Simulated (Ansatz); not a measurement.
# SiH₅ radical: search for a transition state

Aim: find the saddle point of a hydrogen abstraction that is to form H1–H3 and break H1–Si2, prove it by its vibrations, and relax downhill on both sides to see what it joins.

Method: PBE0-D4, def2-SVP first, then def2-TZVP; program: Ansatz 0.2.0, Gaussian basis.

126 further runs of the same task are left out: 126 set aside as unsound or not needed.

### 1 Starting geometry

The guess: 6 atoms, charge 0, spin multiplicity 2.

Atoms are counted from 1 here; the program's logs count them from 0.

Bond lengths: Si2–H4 1.453 Å, Si2–H5 1.453 Å, Si2–H6 1.453 Å. Angles: H4–Si2–H5 113.6°, H4–Si2–H6 113.6°, H5–Si2–H6 113.6°.

As a file:

```xyz
6

H    -1.08440   -0.62760   -0.23570
Si    0.51350    0.29360    0.10720
H    -1.92140   -1.10190   -0.40500
H     0.38730    0.74200    1.48400
H     0.53710    1.37970   -0.85820
H     1.56800   -0.68580   -0.09230
```

Distances that are to change: H1–H3 0.98 Å, H1–Si2 1.88 Å.

### 2 Relaxing the guess with the reacting distances held

File hold/in.yaml:

```yaml
crystal:
  periodic: [false, false, false]
  atoms:
    - {symbol: H, position_ang: [-1.084400, -0.627600, -0.235700]}
    - {symbol: Si, position_ang: [0.513500, 0.293600, 0.107200]}
    - {symbol: H, position_ang: [-1.921400, -1.101900, -0.405000]}
    - {symbol: H, position_ang: [0.387300, 0.742000, 1.484000]}
    - {symbol: H, position_ang: [0.537100, 1.379700, -0.858200]}
    - {symbol: H, position_ang: [1.568000, -0.685800, -0.092300]}
basis:
  gaussian: {orbitals: def2-SVP}
magnetization: {spin_polarized: true, initial_magnetization: 1}
hamiltonian: {xc: pbe0, dispersion: d4}
relax: {f_tol: 0.08, max_steps: 120, escape_saddle: false, constraints: [{distance: [0, 2]}, {distance: [0, 1]}]}
```

On the command line:

```bash
$ ansatz run in.yaml --threads 2 --pin off --events-out ev --progress --plain --max-ram 4352MiB
```

After this run come: A starting Hessian; Saddle search in the small basis; Saddle search in triple zeta; Vibrations at the point found; Relaxing after a step of 0.30 Å one way along the mode; Relaxing after a step of 0.30 Å the other way along the mode.

Before running it: what results should come out? Wanted: imaginary mode; barrier from the start side; barrier from the end side; energy of the step; pairs that change; zero-point energy at the saddle.

As calculated:

| quantity | value |
| --- | --- |
| imaginary mode | 694i cm⁻¹ |
| barrier from the start side | 2.3 kcal/mol |
| barrier from the end side | 14.9 kcal/mol |
| energy of the step | -12.6 kcal/mol |
| pairs that change | H1–H3 formed, H1–Si2 broken |
| zero-point energy at the saddle | 0.827 eV |

The point has a single imaginary mode (694i cm⁻¹), as a transition state must. Going downhill both ways gives the intended start and end. At PBE0-D4/def2-TZVP the electronic barrier is 2.3 kcal/mol, about 4 kT at 298 K, and the step runs 12.6 kcal/mol downhill. Lower complexes than these ends may exist.
